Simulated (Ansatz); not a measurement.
# C2H6ClNSi: how energies converge with the basis set

The task here is to estimate one member of a computed series from the others.

Computed with Ansatz 0.2.0, Gaussian basis. Level: one geometry, several basis sets.

Plan: PBE0-D4/def2-SVP; ωB97M-V/def2-SVP; PBE0-D4/def2-QZVPP; ωB97M-V/def2-QZVPP; the functionals' def2-TZVPP values are taken from earlier runs.

## The geometry

All runs share one geometry, relaxed beforehand with PBE0-D4 in a triple-zeta def2 set.

SMILES `C=C[SiH](N)Cl`, 11 atoms, charge 0, spin multiplicity 1.

Atoms are counted from 1 here; the program's logs count them from 0.

Bond lengths: C1–C2 1.329 Å, C1–H6 1.086 Å, C1–H7 1.086 Å, C2–Si3 1.850 Å, C2–H8 1.090 Å, Si3–N4 1.703 Å, Si3–Cl5 2.077 Å, Si3–H9 1.480 Å, N4–H10 1.008 Å, N4–H11 1.007 Å. Angles: C2–C1–H6 121.5°, C2–C1–H7 121.9°, H6–C1–H7 116.6°, C1–C2–Si3 125.0°, C1–C2–H8 118.4°, Si3–C2–H8 116.5°, C2–Si3–N4 108.9°, C2–Si3–Cl5 107.5°, C2–Si3–H9 113.8°, N4–Si3–Cl5 114.6°, N4–Si3–H9 107.0°, Cl5–Si3–H9 105.2°, Si3–N4–H10 120.1°, Si3–N4–H11 120.2°, H10–N4–H11 111.2°.

Set-up of the first run:

Contents of in.yaml:

```yaml
crystal:
  periodic: [false, false, false]
  atoms:
    - {symbol: C, position_ang: [-2.009077, -0.223832, 0.193806]}
    - {symbol: C, position_ang: [-0.763248, -0.607704, 0.453827]}
    - {symbol: Si, position_ang: [0.734757, 0.466008, 0.291998]}
    - {symbol: N, position_ang: [1.868285, -0.317323, -0.709389]}
    - {symbol: Cl, position_ang: [0.104432, 2.319573, -0.400925]}
    - {symbol: H, position_ang: [-2.233688, 0.783711, -0.142834]}
    - {symbol: H, position_ang: [-2.853641, -0.897561, 0.307108]}
    - {symbol: H, position_ang: [-0.595034, -1.630402, 0.790586]}
    - {symbol: H, position_ang: [1.412562, 0.742437, 1.578710]}
    - {symbol: H, position_ang: [1.579216, -0.700399, -1.595578]}
    - {symbol: H, position_ang: [2.820834, 0.008493, -0.746809]}
basis:
  gaussian: {orbitals: def2-SVP}
hamiltonian: {xc: pbe0, dispersion: d4}
output: {orbitals: {seedname: orbitals}}
```

Steps of the session up to this table: PBE0-D4 in def2-SVP; ωB97M-V in def2-SVP; PBE0-D4 in def2-QZVPP; ωB97M-V in def2-QZVPP.

One table of the session follows, with a row left open; its other results are not shown here.

It belongs to the step «Functionals by basis». 

```
functional       basis  HOMO (eV)
   PBE0-D4    def2-SVP      -7.67
   PBE0-D4  def2-TZVPP      -7.87
   PBE0-D4  def2-QZVPP      -7.91
   ωB97M-V    def2-SVP     -10.00
   ωB97M-V  def2-TZVPP     -10.21
   ωB97M-V  def2-QZVPP          ?
```

Estimate the missing values for ωB97M-V, def2-QZVPP.

**Answer.** HOMO (eV): -10.26. In the column «HOMO (eV)» it is the lowest.
